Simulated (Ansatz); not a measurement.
**Mo2+ (octet): the correlation ladder, def2-TZVPP**

The task here is to estimate one member of a computed series from the others.

Program: Ansatz 0.2.0, Gaussian basis. Level of theory: def2-TZVPP, core rule «outside noble gas», up to 8 orbitals frozen. These are calculated values, not measurements.

To be run: UHF; ROHF; CCSD(T) on UHF.

### The system

The geometry is a PBE0/def2-TZVP stationary point (not a proven minimum) of the parent state, kept for this charge and spin. No spin-orbit coupling is included. Elements past krypton take def2 core potentials.

2 atoms, charge 1, spin multiplicity 8.

Atoms are counted from 1 here; the program's logs count them from 0.

Bond lengths: Mo1–Mo2 2.158 Å.

Geometry (Å):

```xyz
2

Mo    0.00000    0.00000    0.00000
Mo    0.00000    0.00000    2.15760
```

The first run:

The input, in.yaml:

```yaml
crystal:
  periodic: [false, false, false]
  atoms:
    - {symbol: Mo, position_ang: [0.000000, 0.000000, 0.000000]}
    - {symbol: Mo, position_ang: [0.000000, 0.000000, 2.157600]}
basis:
  gaussian: {orbitals: def2-TZVPP}
total_charge: 1
magnetization: {spin_polarized: true, initial_magnetization: 7}
hamiltonian: {xc: hf}
output: {orbitals: {seedname: orbitals}}
```

Run with:

```
ansatz run in.yaml --threads 1 --pin off --events-out ev --progress --plain --max-ram 4096MiB --backend cpu
```

Among the steps run: UHF; ROHF; CCSD(T) on UHF.

One of the session's tables, all rows but one given; the rest of the session is left out.

| method | from UCCSD(T) (kcal/mol) |
| --- | --- |
| ROHF | +214.25 |
| UMP2 | ? |
| UCCSD | +16.53 |
| UCCSD(T) | 0 |

**Question.** Estimate the row for UMP2.

The run gave: from UCCSD(T) (kcal/mol): +38.00. In the column «from UCCSD(T) (kcal/mol)» it lies between UCCSD (+16.53) and ROHF (+214.25).

Left out of the table: UHF (another determinant or state than the rows shown).

The program flags UCCSD(T) as in doubt (see the logs), so the zero of the table is itself unsure.

Caveats from the session: The determinant is far from a pure spin state, so its energy mixes those of several spin states (harmless only where they are near-degenerate, as at dissociation). The program flags UCCSD(T) as in doubt, so the zero of the table is itself unsure. Warnings: spin contamination; coupled cluster took another determinant than the lowest.
